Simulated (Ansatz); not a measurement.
LiY3:

```
Y Li
1.0
    -2.36719    2.36719    5.32664
     2.36719   -2.36719    5.32664
     2.36719    2.36719   -5.32664
Y Li
3 1
Cartesian
  0.0000 0.0000 5.3266
  2.3672 0.0000 2.6633
  0.0000 2.3672 2.6633
  0.0000 0.0000 0.0000
```

The cell comes from a database or a generator and needn't be the stable form of this composition.

Base run:

* Program: Ansatz 0.2.0
* Functional: PBE
* Potentials or basis: Ansatz PAW
* Cutoff: 420 eV
* Density cutoff: 1680 eV
* k mesh: 6 × 6 × 6
* Occupations: fermi-dirac, width 0.05 eV
* Spin: no spin polarisation

Its results: band gap on the k mesh none (metal or under the smearing width); pressure 0.0 GPa.

Task: After a change of settings the same cell gave: band gap on the k mesh none (metal or under the smearing width); pressure -1.5 GPa. Which change was it?
A. k mesh from 6 × 6 × 6 to 8 × 8 × 8
B. hubbard terms from none to Y d U = 3 eV; hubbard projectors from none to ortho-atomic (the default)
C. functional from PBE to PBEsol

Result: C.

PBEsol binds more tightly than PBE, so the same cell stands under less pressure.

Caveats: the PAW data sets come from PBE, with cores solved anew for the run's functional, which leaves a small shift of forces and pressure (some runs).

Not every run made on this cell is shown here.
